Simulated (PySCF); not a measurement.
# AsH3 (arsine) at 6 levels

We compute a comparison of 6 runs (B2PLYP/STO-3G, M06-2X/STO-3G, UPBE0/STO-3G, UMP2/STO-3G, NEVPT2(2,2)/STO-3G, UCCSD(T)/STO-3G) of AsH3 (arsine). Input form: a Python script.

Program for the calculation: PySCF 2.14.0.

6 further runs of the same task are left out: 1 that didn't finish, 5 set aside as unsound or not needed.

**1. Starting point**

AsH3: 4 atoms, total charge 0, spin state singlet. As SMILES, `[AsH3]`. The As1–H4 distance was set to 2.283 Å, away from the relaxed value. At this shape a bond of the SMILES string is far longer than usual.

Bond lengths: As1–H2 1.522 Å, As1–H3 1.522 Å. Angles: H2–As1–H3 92.0°.

**2. A single-point energy at B2PLYP/STO-3G (run 1)**

File job.py:

```python
from pyscf import gto, dft, mp

mol = gto.M(
    atom=[
    ('As', (-0.790676, 0.937670, -0.131740)),
    ('H', (-0.224976, 1.080370, 1.273660)),
    ('H', (-1.642876, -0.255430, 0.275360)),
    ('H', (0.933900, -0.412500, -0.774500)),
],
    verbose=3,
    charge=0,
    basis='sto-3g',
    spin=0,
    max_memory=1860,
)

mf = dft.RKS(mol)
mf.xc = '0.53*HF + 0.47*B88, 0.73*LYP'
mf.grids.level = 5
mf.conv_tol = 1e-10
mf.kernel()
if not mf.converged:
    mf = mf.newton().run(mf.mo_coeff, mf.mo_occ)

pt = mp.MP2(mf, frozen=9).run()
e_tot = mf.e_tot + 0.27 * pt.e_corr
print('PT2 part  %.8f' % (0.27 * pt.e_corr))
print('Final energy', e_tot)
```

Run with:

```sh
$ OMP_NUM_THREADS=1 python job.py
```

Standard output:

```text
converged SCF energy = -2211.89410729359
E(RMP2) = -2211.98431027801  E_corr = -0.0902029844108212
E(SCS-RMP2) = -2212.00151231719  E_corr = -0.107405023597892
PT2 part  -0.02435481
Final energy -2211.918462099385
```

It took 4.5 s on 1 thread of Intel Xeon Platinum 8259CL at 2.50GHz (Skylake/Cascade Lake), shared host; peak memory 0.19 GiB.

**3. A single-point energy at M06-2X/STO-3G (run 2)**

File input.py:

```python
from pyscf import gto, dft

mol = gto.Mole()
mol.atom = [
    ('As', (-0.790676, 0.937670, -0.131740)),
    ('H', (-0.224976, 1.080370, 1.273660)),
    ('H', (-1.642876, -0.255430, 0.275360)),
    ('H', (0.933900, -0.412500, -0.774500)),
]
mol.basis = 'sto-3g'
mol.charge = 0
mol.verbose = 4
mol.spin = 0
mol.max_memory = 1860
mol.build()

mf = dft.RKS(mol)
mf.xc = 'm06-2x'
mf.grids.level = 5
mf.conv_tol = 1e-10
mf.kernel()
if not mf.converged:
    mf = mf.newton().run(mf.mo_coeff, mf.mo_occ)

e_tot = mf.e_tot
print(f'total energy: {e_tot:.8f} hartree')
```

Run with:

```sh
$ OMP_NUM_THREADS=1 python input.py
```

Standard output:

```text
PySCF version 2.14.0

[INPUT] num. atoms = 4
[INPUT] num. electrons = 36
[INPUT] charge = 0
[INPUT] spin (= nelec alpha-beta = 2S) = 0
[INPUT] symmetry False subgroup None
[INPUT] Mole.unit = angstrom
[INPUT] Symbol           X                Y                Z      unit          X                Y                Z       unit  Magmom
[INPUT]  1 As    -0.790676000000   0.937670000000  -0.131740000000 AA   -1.494161093267   1.771939495221  -0.248952519650 Bohr   0.0
[INPUT]  2 H     -0.224976000000   1.080370000000   1.273660000000 AA   -0.425143024600   2.041603413196   2.406868575814 Bohr   0.0
[INPUT]  3 H     -1.642876000000  -0.255430000000   0.275360000000 AA   -3.104585696621  -0.482692743998   0.520354985660 Bohr   0.0
[INPUT]  4 H      0.933900000000  -0.412500000000  -0.774500000000 AA    1.764815227731  -0.779512026383  -1.463592883476 Bohr   0.0

nuclear repulsion = 31.2240704375006
number of shells = 11
number of NR pGTOs = 63
number of NR cGTOs = 21
basis = sto-3g
ecp = {}

******** <class 'pyscf.dft.rks.RKS'> ********
method = RKS
initial guess = minao
damping factor = 0
level_shift factor = 0
DIIS = <class 'pyscf.scf.diis.CDIIS'>
diis_start_cycle = 1
diis_space = 8
diis_damp = 0
SCF conv_tol = 1e-10
SCF conv_tol_grad = None
SCF max_cycles = 50
direct_scf = True
direct_scf_tol = 1e-13
XC library pyscf.dft.libxc version 7.0.0
    S. Lehtola, C. Steigemann, M. J.T. Oliveira, and M. A.L. Marques.,  SoftwareX 7, 1–5 (2018)
XC functionals = m06-2x
    Y. Zhao and D. G. Truhlar.,  Theor. Chem. Acc. 120, 215 (2008)
    Y. Zhao and D. G. Truhlar.,  Theor. Chem. Acc. 120, 215 (2008)
radial grids:
    Treutler-Ahlrichs [JCP 102, 346 (1995); DOI:10.1063/1.469408] (M4) radial grids

becke partition: Becke, JCP 88, 2547 (1988); DOI:10.1063/1.454033
pruning grids: <function nwchem_prune>
grids dens level: 5
symmetrized grids: False
atomic radii adjust function: <function treutler_atomic_radii_adjust>
small_rho_cutoff = 0
Set gradient conv threshold to 1e-05
Initial guess from minao.
tot grids = 115360
init E= -2209.10530327283
  HOMO = -0.454972104149955  LUMO = -0.202285991359901  gap/eV = 6.87594
cycle= 1 E= -2212.04996556772  delta_E= -2.94  |g|= 0.54  |ddm|= 2.03
  HOMO = -0.103575628780628  LUMO = 0.0918368062745262  gap/eV = 5.31744
cycle= 2 E= -2212.06993397116  delta_E= -0.02  |g|= 0.443  |ddm|= 2.19
  HOMO = -0.193336002773881  LUMO = 0.0811000037942411  gap/eV = 7.46778
cycle= 3 E= -2212.23220499837  delta_E= -0.162  |g|= 0.0787  |ddm|= 1.33
  HOMO = -0.213784333146213  LUMO = 0.0698311992608121  gap/eV = 7.71757
cycle= 4 E= -2212.23683046262  delta_E= -0.00463  |g|= 0.00704  |ddm|= 0.183
  HOMO = -0.215552167807836  LUMO = 0.0743648947873364  gap/eV = 7.88905
cycle= 5 E= -2212.23686879361  delta_E= -3.83e-05  |g|= 0.00085  |ddm|= 0.0211
  HOMO = -0.215330715426291  LUMO = 0.0739327377982864  gap/eV = 7.87126
cycle= 6 E= -2212.2368697789  delta_E= -9.85e-07  |g|= 0.000216  |ddm|= 0.00441
  HOMO = -0.215328485990234  LUMO = 0.0739730218526365  gap/eV = 7.87230
cycle= 7 E= -2212.23686982803  delta_E= -4.91e-08  |g|= 1.7e-05  |ddm|= 0.000834
  HOMO = -0.215326026336714  LUMO = 0.073968242494534  gap/eV = 7.87210
cycle= 8 E= -2212.2368698284  delta_E= -3.66e-10  |g|= 6.19e-06  |ddm|= 8.71e-05
  HOMO = -0.215326983053271  LUMO = 0.0739682621484214  gap/eV = 7.87212
cycle= 9 E= -2212.23686982843  delta_E= -3.27e-11  |g|= 1.36e-07  |ddm|= 1.53e-05
  HOMO = -0.215326989546268  LUMO = 0.0739682469206598  gap/eV = 7.87212
Extra cycle  E= -2212.23686982842  delta_E= 3.64e-12  |g|= 1.56e-07  |ddm|= 6.82e-07
converged SCF energy = -2212.23686982842
total energy: -2212.23686983 hartree
```

Wall time 6.6 s (1 thread of Intel Xeon Platinum 8259CL at 2.50GHz (Skylake/Cascade Lake), shared host); peak memory 0.2 GiB.

Runs 3 to 5 aren't shown in full; the table further down has their settings and results.

**4. A single-point energy at UCCSD(T)/STO-3G (run 6)**

File calc.py:

```python
from pyscf import gto, cc

mol = gto.M(
    atom=[
    ('As', (-0.790676, 0.937670, -0.131740)),
    ('H', (-0.224976, 1.080370, 1.273660)),
    ('H', (-1.642876, -0.255430, 0.275360)),
    ('H', (0.933900, -0.412500, -0.774500)),
],
    basis='sto-3g',
    max_memory=1860,
    spin=0,
    verbose=4,
)

mf = mol.UHF()
mf.conv_tol = 1e-10
mf.kernel()
if not mf.converged:
    mf = mf.newton().run(mf.mo_coeff, mf.mo_occ)
for _ in range(3):
    mo, _, stable, _ = mf.stability(return_status=True)
    if stable:
        break
    mf.kernel(mf.make_rdm1(mo, mf.mo_occ))

mycc = cc.CCSD(mf, frozen=9)
mycc.kernel()
e_t = mycc.ccsd_t()
e_final = mycc.e_tot + e_t
print('E = %.10f Eh' % e_final)
```

Run with:

```sh
$ OMP_NUM_THREADS=1 python calc.py
```

Standard output:

```text
PySCF version 2.14.0

[INPUT] num. atoms = 4
[INPUT] num. electrons = 36
[INPUT] charge = 0
[INPUT] spin (= nelec alpha-beta = 2S) = 0
[INPUT] symmetry False subgroup None
[INPUT] Mole.unit = angstrom
[INPUT] Symbol           X                Y                Z      unit          X                Y                Z       unit  Magmom
[INPUT]  1 As    -0.790676000000   0.937670000000  -0.131740000000 AA   -1.494161093267   1.771939495221  -0.248952519650 Bohr   0.0
[INPUT]  2 H     -0.224976000000   1.080370000000   1.273660000000 AA   -0.425143024600   2.041603413196   2.406868575814 Bohr   0.0
[INPUT]  3 H     -1.642876000000  -0.255430000000   0.275360000000 AA   -3.104585696621  -0.482692743998   0.520354985660 Bohr   0.0
[INPUT]  4 H      0.933900000000  -0.412500000000  -0.774500000000 AA    1.764815227731  -0.779512026383  -1.463592883476 Bohr   0.0

nuclear repulsion = 31.2240704375006
number of shells = 11
number of NR pGTOs = 63
number of NR cGTOs = 21
basis = sto-3g
ecp = {}

[... 73 lines left out ...]
converged SCF energy = -2210.86107473587  <S^2> = 7.0699002e-13  2S+1 = 1
[... 64 lines left out ...]
converged SCF energy = -2210.89715899114  <S^2> = 0.70671956  2S+1 = 1.9562408
[... 14 lines left out ...]
Init t2, MP2 energy = -0.0301119936825723
[... 20 lines left out ...]
UCCSD converged
[... 2 lines left out ...]
E = -2210.9717225907 Eh
```

It took 1.8 s on 1 thread of Intel Xeon Platinum 8259CL at 2.50GHz (Skylake/Cascade Lake), shared host; peak memory 0.12 GiB.

**5. All runs side by side**

| run | level | frozen core orbitals | follow instability | energy (Eh) | dipole moment (D) of the reference | HOMO energy (eV) | LUMO energy (eV) | wall time |
| --- | --- | --- | --- | --- | --- | --- | --- | --- |
| 1 | B2PLYP/STO-3G | 9 | – | -2211.918462 | 0.90 | -5.72 | 2.53 | 4.5 s |
| 2 | M06-2X/STO-3G | – | – | -2212.236870 | 0.88 | -5.86 | 2.01 | 6.6 s |
| 3 | UPBE0/STO-3G | – | yes | -2212.037227 | 0.97 | -4.80 | 1.00 | 30 s |
| 4 | UMP2/STO-3G | 9 | yes | -2210.927271 | 0.86 | -7.50 | 5.71 | 1.6 s |
| 5 | NEVPT2(2,2)/STO-3G | – | – | -2210.957675 | 0.89 | -7.07 | 4.97 | 1.3 s |
| 6 | UCCSD(T)/STO-3G | 9 | yes | -2210.971723 | 0.86 | -7.50 | 5.71 | 1.8 s |

**6. Outcome**

```
                                          quantity           value
                               run 6: total energy  -2210.97172 Eh
       run 6: dipole moment (Hartree–Fock density)          0.86 D
        run 6: HOMO energy (Hartree–Fock orbitals)        -7.50 eV
        run 6: LUMO energy (Hartree–Fock orbitals)         5.71 eV
      run 6: HOMO–LUMO gap (Hartree–Fock orbitals)        13.21 eV
run 6: correlation energy (9 core orbitals frozen)       -74.6 mEh
                             run 6: (T) correction       -0.57 mEh
          run 6: ⟨S²⟩ of the reference determinant           0.707
                              run 6: T1 diagnostic           0.070
```

Over runs 1, 2, 3 the dipole moment (its size) runs from 0.88 D (M06-2X/STO-3G) to 0.97 D (UPBE0/STO-3G). Over runs 1, 2, 3 the HOMO–LUMO gap runs from 5.79 eV (UPBE0/STO-3G) to 8.24 eV (B2PLYP/STO-3G). A double hybrid's value is that of its SCF part. Totals of different functionals can't be ranked against each other. In runs 1, 2, 3, 4, 5, 6 the basis is minimal, so the values are rough. Spin contamination of the reference: run 4 ⟨S²⟩ = 0.71, run 6 ⟨S²⟩ = 0.71. Where it is this large, the reference is a mixture of spin states, and values that rest on it are in doubt. All runs together took 46 s, the longest 30 s.
